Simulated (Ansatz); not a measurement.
**HfH2O+ (doublet): the correlation ladder, def2-SVP**

Aim: climb from Hartree-Fock through coupled cluster for HfH2O+ (doublet) at one geometry and basis, and see what each rung misses.

Method: def2-SVP, core rule «outside noble gas», up to 5 orbitals frozen; program: Ansatz 0.2.0, Gaussian basis.

To be run: UHF; CCSD(T) on ROHF; CCSD(T) on UHF; CISD as a restricted active space (open shells left free, so some higher excitations enter); CCSDT(Q) on ROHF; CCSDT(Q) on UHF.

10 further runs of the same task are left out: 3 for a known fault of the program, 3 that didn't finish, 4 set aside as unsound or not needed. Runs told in other sessions of the task aren't counted.

## 1. The geometry

The geometry is a PBE0/def2-TZVP stationary point (not a proven minimum). No spin-orbit coupling is included. Elements past krypton take def2 core potentials.

4 atoms, charge 1, spin multiplicity 2.

Atoms are counted from 1 here; the program's logs count them from 0.

Bond lengths: Hf1–O2 2.163 Å, O2–H3 0.970 Å, O2–H4 0.970 Å. Angles: Hf1–O2–H3 125.8°, Hf1–O2–H4 125.8°, H3–O2–H4 108.3°.

## 2. UHF

Contents of in.yaml:

```yaml
crystal:
  periodic: [false, false, false]
  atoms:
    - {symbol: Hf, position_ang: [0.000000, 0.000000, 0.204087]}
    - {symbol: O, position_ang: [0.000000, 0.000000, -1.958517]}
    - {symbol: H, position_ang: [0.000000, 0.786205, -2.526168]}
    - {symbol: H, position_ang: [0.000000, -0.786205, -2.526168]}
basis:
  gaussian: {orbitals: def2-SVP}
total_charge: 1
magnetization: {spin_polarized: true, initial_magnetization: 1}
hamiltonian: {xc: hf}
output: {orbitals: {seedname: orbitals}}
```

Command:

```
ansatz run in.yaml --threads 1 --pin off --events-out ev --progress --plain --max-ram 2393MiB
```

Further steps of the session: CCSD(T) on ROHF; CCSD(T) on UHF; CISD as a restricted active space (open shells left free, so some higher excitations enter); CCSDT(Q) on ROHF; CCSDT(Q) on UHF.

Q: Predict the results of all the runs planned. Wanted: UCCSDT(Q) from the RHF energy; RMP2 from UCCSDT(Q); UMP2 from UCCSDT(Q); RCCSD from UCCSDT(Q); RCCSD(T) from UCCSDT(Q); UCCSD(T) from UCCSDT(Q); RCCSDT(Q) from UCCSDT(Q); T1 diagnostic.

As calculated:

| quantity | value |
| --- | --- |
| UCCSDT(Q) from the ROHF energy | -7.2077 eV |
| RMP2 from UCCSDT(Q) | +786.0 meV |
| UMP2 from UCCSDT(Q) | +703.7 meV |
| RCCSD from UCCSDT(Q) | +225.7 meV |
| RCCSD(T) from UCCSDT(Q) | +69.4 meV |
| UCCSD(T) from UCCSDT(Q) | +40.7 meV |
| RCCSDT(Q) from UCCSDT(Q) | +17.3 meV |
| levels within 1 kcal/mol (43 meV) | UCCSD(T), RCCSDT, UCCSDT, RCCSDT(Q) |
| T1 diagnostic | 0.034 |

RCCSD(T) misses by +69.4 meV, 1.0 % of the correlation energy. CCSD(T) misses by +69.4 meV on the restricted determinant and by +40.7 meV on the unrestricted one; the two need not hold the same state or core. Coupled cluster took another determinant than the lowest Hartree-Fock one. These misses are within one basis, not against nature; the frozen cores of restricted and unrestricted runs differ, which can shift their rows.
